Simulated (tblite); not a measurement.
# C7H13B2N: the cost of one run

The runs use tblite 0.8.0 and PySCF 2.14.0, with density-fitted response routines of our own; the level of theory stands in each step. All values are computed, except where a source is named. Atoms count from 0, in the outputs and in this text.

## Step 1: Starting geometry

23 atoms, charge 0, multiplicity 1; geometry from: force field or distance geometry start.

Bonds of the start (Å): B0–N1 1.54, N1–B2 1.55, B2–C3 1.60, B2–C4 1.54, C4–C5 1.20, N1–C6 1.48, C6–C7 1.54, C7–C8 1.52, C8–C9 1.51, C9–C6 1.54, B0–H10 1.18, B0–H11 1.18, C3–H12 1.10, C3–H13 1.10, C3–H14 1.12, C5–H15 1.07, C6–H16 1.12, C7–H17 1.11, C7–H18 1.11, C8–H19 1.12, C8–H20 1.12, C9–H21 1.11, C9–H22 1.11.

## Step 2: Relaxing the molecule with GFN2-xTB

What the job is given:

```
{"job": {"kind": "relax", "xc": "GFN2-xTB", "basis": "xTB"}, "charge": 0, "multiplicity": 1}
B      0.485900    -1.592400    -1.509500
N      0.093100    -0.273100    -0.819900
B      1.405000     0.502900    -0.542300
C      1.611800     1.920900    -1.257800
C      2.460700    -0.010800     0.451000
C      3.287500    -0.414000     1.214700
C     -0.628400    -0.546900     0.442900
C     -1.219700     0.717500     1.082700
C     -2.623600     0.166700     0.858100
C     -2.052600    -1.078700     0.214200
H      1.126000    -2.406900    -0.953200
H      0.075200    -1.812100    -2.596600
H      2.532600     1.885400    -1.851000
H      0.751900     2.143500    -1.907800
H      1.701900     2.712900    -0.474400
H      4.019000    -0.767500     1.909200
H     -0.056200    -1.166500     1.181400
H     -0.973300     0.800800     2.156800
H     -1.044700     1.645100     0.500400
H     -3.151500    -0.048400     1.816800
H     -3.221100     0.793200     0.147800
H     -2.329100    -1.154400    -0.862600
H     -2.255000    -1.990100     0.809100
```

Started as:

```console
$ OMP_NUM_THREADS=1 python probes_run.py task.json out
```

This one command runs all jobs of the session in turn.

**Question.** How long does this first job take on 1 thread of Intel Xeon at 2.50GHz, shared host?

About 5.2 s.
